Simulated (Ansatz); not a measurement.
# ReSb (zincblende): equation of state and elastic constants

The task here is to estimate one member of a computed series from the others.

Program: Ansatz 0.2.0. Level of theory: DFT PBEsol, scalar-relativistic, plane waves, PAW. These are calculated values, not measurements.

### The starting structure

Symmetry: F-43m, No. 216, cubic system. The conventional cell has a = 5.951 Å, b = 5.951 Å, c = 5.951 Å, α = 90.00°, β = 90.00°, γ = 90.00°. Re (site symmetry -43m) is surrounded by 4 Sb at 2.58 Å. Sb (site symmetry -43m) is surrounded by 4 Re at 2.58 Å.

Structure file:

```cif
data_structure
_symmetry_space_group_name_H-M 'P 1'
_symmetry_Int_Tables_number 1
_cell_length_a 4.2077
_cell_length_b 4.2077
_cell_length_c 4.2077
_cell_angle_alpha 60.000
_cell_angle_beta 60.000
_cell_angle_gamma 60.000
_cell_volume 52.68
loop_
_atom_site_label
_atom_site_type_symbol
_atom_site_fract_x
_atom_site_fract_y
_atom_site_fract_z
_atom_site_occupancy
Re1 Re 0.00000 0.00000 0.00000 1
Sb1 Sb 0.25000 0.25000 0.25000 1
```

This cell comes from an earlier session at PBEsol: 26.339 Å³/atom at 0.00 GPa, on a 10×10×10 mesh.

Volume factors to run: 0.980, 1.020, 0.960, 1.040.

Set-up of the first run:

The input, input.yaml:

```yaml
crystal:
  lattice:
    - [0.0, 2.9553433149, 2.9553433149]
    - [2.9553433149, 0.0, 2.9553433149]
    - [2.9553433149, 2.9553433149, 0.0]
  atoms:
    - { symbol: Re, position: [0.0, 0.0, 0.0] }
    - { symbol: Sb, position: [0.25, 0.25, 0.25] }
basis:
  ecutwfc: 420
  ecutrho_ratio: 4
kpoints:
  mp_grid: { grid: [10, 10, 10] }
hamiltonian:
  xc: pbesol
scf:
  occupations: { method: gaussian, width: 0.05 }
output:
  forces: true
  stress: true
  eigenvalues: true
```

Steps of the session up to this table: Volume × 0.980; Volume × 1.020; Scaling the volume by 0.960; At 1.040 of the relaxed volume.

One table of the session follows, with a row left open; its other results are not shown here.

It belongs to the step «Energy and pressure against volume». 

| volume (Å³/atom) | energy (meV/atom) | pressure (GPa) |
| --- | --- | --- |
| 25.285 | 15.44 | 4.89 |
| 25.812 | ? | ? |
| 26.339 | 0.00 | 0.00 |
| 26.866 | 3.50 | -2.07 |
| 27.392 | 13.47 | -3.93 |

**Question.** Estimate the row for volume (Å³/atom) = 25.812.

Worked estimate for «energy (meV/atom)». A straight line through the neighbours (25.285, 15.44) and (26.339, 0.00) gives 15.44 + (0.00 − 15.44) × (25.812 − 25.285) / (26.339 − 25.285) = 7.72; a parabola fitted to 3 rows on both sides gives 3.98.

**Answer.** energy (meV/atom): 3.70; pressure (GPa): 2.32. In «energy (meV/atom)» the line misses by +4.02 and the parabola by +0.28.
